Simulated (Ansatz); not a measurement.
# C2H7FSi2: up Jacob's ladder to CCSD(T)

The task here is to estimate one member of a computed series from the others.

Computed with Ansatz 0.2.0, Gaussian basis. Level: functionals in def2-TZVPP, the program's frozen cores in correlated methods.

Levels to be run: PBE-D4, r2SCAN-D4, PBE0-D4, B3LYP-D4, ωB97X-V, ωB97M-V, B2PLYP; CCSD(T)/def2-TZVPP; MP2/def2-QZVPP; extrapolation to the limit.

### Structure used throughout

The geometry comes from an earlier relaxation with PBE0-D4 in a triple-zeta def2 set; it is a stationary point, not always the lowest conformer.

SMILES `C=C[SiH2][SiH2]F`, 12 atoms, charge 0, spin multiplicity 1.

Atoms are counted from 1 here; the program's logs count them from 0.

Bond lengths: C1–C2 1.331 Å, C1–H6 1.086 Å, C1–H7 1.086 Å, C2–Si3 1.862 Å, C2–H8 1.089 Å, Si3–Si4 2.346 Å, Si3–H9 1.489 Å, Si3–H10 1.488 Å, Si4–F5 1.608 Å, Si4–H11 1.487 Å, Si4–H12 1.488 Å. Angles: C2–C1–H6 122.1°, C2–C1–H7 121.8°, H6–C1–H7 116.1°, C1–C2–Si3 123.4°, C1–C2–H8 118.1°, Si3–C2–H8 118.4°, C2–Si3–Si4 108.0°, C2–Si3–H9 111.0°, C2–Si3–H10 109.2°, Si4–Si3–H9 109.1°, Si4–Si3–H10 110.2°, H9–Si3–H10 109.3°, Si3–Si4–F5 110.9°, Si3–Si4–H11 111.1°, Si3–Si4–H12 111.1°, F5–Si4–H11 107.6°, F5–Si4–H12 107.5°, H11–Si4–H12 108.5°.

The first run:

in.yaml

```yaml
crystal:
  periodic: [false, false, false]
  atoms:
    - {symbol: C, position_ang: [0.166550, -0.032041, 2.306408]}
    - {symbol: C, position_ang: [-0.586853, 0.217424, 1.238421]}
    - {symbol: Si, position_ang: [0.085744, 0.918230, -0.350222]}
    - {symbol: Si, position_ang: [0.017284, -0.772461, -1.975740]}
    - {symbol: F, position_ang: [0.445253, -0.199636, -3.416246]}
    - {symbol: H, position_ang: [-0.244909, -0.463928, 3.214469]}
    - {symbol: H, position_ang: [1.229918, 0.189827, 2.321472]}
    - {symbol: H, position_ang: [-1.646951, -0.027180, 1.289311]}
    - {symbol: H, position_ang: [-0.732949, 2.073352, -0.812419]}
    - {symbol: H, position_ang: [1.488859, 1.365425, -0.133633]}
    - {symbol: H, position_ang: [0.950490, -1.879586, -1.636523]}
    - {symbol: H, position_ang: [-1.354537, -1.334427, -2.106000]}
basis:
  gaussian: {orbitals: def2-TZVPP}
hamiltonian: {xc: pbe, dispersion: d4}
output: {forces: true, orbitals: {seedname: orbitals}}
```

Among the steps run: PBE-D4 (GGA); r2SCAN-D4 (meta-GGA); PBE0-D4 (hybrid); B3LYP-D4 (hybrid); ωB97X-V (range-separated); ωB97M-V (range-separated); B2PLYP (double hybrid); CCSD(T) in def2-TZVPP; MP2 in def2-QZVPP.

One table of the session follows, with a row left open; its other results are not shown here.

It belongs to the step «Atomisation energies». 

| method | atomisation energy (kJ/mol) |
| --- | --- |
| PBE-D4 | 4378.1 |
| r2SCAN-D4 | 4350.1 |
| PBE0-D4 | 4327.9 |
| B3LYP-D4 | 4344.1 |
| ωB97X-V | 4363.6 |
| ωB97M-V | 4348.4 |
| B2PLYP | 4297.6 |
| HF/def2-TZVPP | 3294.3 |
| MP2/def2-TZVPP | 4280.4 |
| CCSD/def2-TZVPP | 4189.6 |
| CCSD(T)/def2-TZVPP | 4242.5 |
| MP2/CBS | ? |
| CCSD(T)/CBS | 4352.7 |

Estimate the missing values for MP2/CBS.

**Answer.** atomisation energy (kJ/mol): 4390.6. In the column «atomisation energy (kJ/mol)» it is the highest.

To keep in mind: Free atoms (2 C, 2 Si, 1 F, 7 H) were run apart at each level; the atomisation energy is their sum less the molecule, without zero-point or spin-orbit terms.
